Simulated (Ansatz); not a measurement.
# C: pressure against volume

An exercise on one series of results from a longer session: the logs are not shown, and one member is left open.

Computed with Ansatz 0.2.0 (DFT LDA, scalar-relativistic, unless a step's input says otherwise).

## The structure to begin with

It takes space group Fd-3m (No. 227, cubic). Conventional cell: a = 3.567 Å, b = 3.567 Å, c = 3.567 Å, α = 90.00°, β = 90.00°, γ = 90.00°. C (site symmetry -43m) is surrounded by 4 C at 1.54 Å.

Structure file:

```
C
1.0
     0.00000    1.78340    1.78340
     1.78340    0.00000    1.78340
     1.78340    1.78340    0.00000
C
2
Direct
  0.50000 0.50000 0.50000
  0.75000 0.75000 0.75000
```

Atoms are numbered in the order of the input: C1, C2.

Set-up of the first run:

File input.yaml:

```yaml
crystal:
  lattice:
    - [0.0, 1.7592970453, 1.7592970453]
    - [1.7592970453, 0.0, 1.7592970453]
    - [1.7592970453, 1.7592970453, 0.0]
  atoms:
    - { symbol: C, position: [0.5, 0.5, 0.5] }
    - { symbol: C, position: [0.75, 0.75, 0.75] }
kpoints:
  mp_grid: { grid: [20, 20, 20] }
  band_path:
    path:
      - [0.0, 0.0, 0.0]
      - [0.5, 0.0, 0.5]
      - [0.625, 0.25, 0.625]
      - [0.375, 0.375, 0.75]
      - [0.0, 0.0, 0.0]
      - [0.5, 0.5, 0.5]
      - [0.5, 0.25, 0.75]
      - [0.5, 0.0, 0.5]
    npoints: 5
scf:
  occupations: { method: fermi_dirac, width: 0.08 }
hamiltonian:
  xc: lda
  pseudopotentials: { kind: all_electron, lapw: { basis_error: 0.0005 } }
output:
  forces: true
  stress: true
  eigenvalues: true
```

Started as:

```sh
> ansatz run input.yaml --threads 1 --pin off --max-ram 3072MiB --backend cpu --events-out ev --progress --plain --runs-dir out
```

Steps of the session up to this table: Volume × 0.96, LAPW; Volume × 0.96, PAW; Volume × 0.96, crystal datasets; Volume × 0.99, LAPW; Volume × 0.99, PAW; Volume × 0.99, crystal datasets; Volume × 1.02, LAPW; Volume × 1.02, PAW; Volume × 1.02, crystal datasets; Volume × 1.06, LAPW; Volume × 1.06, PAW; Volume × 1.06, crystal datasets.

One table of the session follows, with a row left open; its other results are not shown here.

```
          method  volume (Å³/atom)  pressure (GPa)  gap on the k mesh (eV)
            LAPW             5.445            5.48                    4.21
            LAPW             5.615           -8.71                    4.13
            LAPW             5.786          -21.00                    4.06
            LAPW             6.012          -34.87                    3.97
             PAW             5.445            5.33                    4.20
             PAW             5.615               ?                       ?
             PAW             5.786          -21.10                    4.06
             PAW             6.012          -34.93                    3.97
crystal datasets             5.445            5.48                    4.21
crystal datasets             5.615           -8.71                    4.13
crystal datasets             5.786          -21.00                    4.06
crystal datasets             6.012          -34.87                    3.97
```

Q: Estimate the row for PAW, 5.615 from the others.

As computed: pressure (GPa): -8.83; gap on the k mesh (eV): 4.13. In the column «pressure (GPa)» it lies between crystal datasets, 5.786 (-21.00) and LAPW, 5.615 (-8.71).

Limits of these values: A measured bulk modulus of C is 442 GPa (quoted in “Equation of state of cubic boron nitride at high pressures and temperatures”, 2007, arxiv:cond-mat/0702656); the calculated 468 GPa misses it by +5.8 %. 3 values of this kind are on record (442 to 444.8 GPa); this one was drawn at random among those near their median, those with a stated uncertainty first. Warnings in the runs' records: crystal datasets made.

**Measured values.**

From “Equation of state of cubic boron nitride at high pressures and temperatures”, 2007, arxiv:cond-mat/0702656, for a bulk crystal of C: bulk modulus 442 ± 5 GPa.
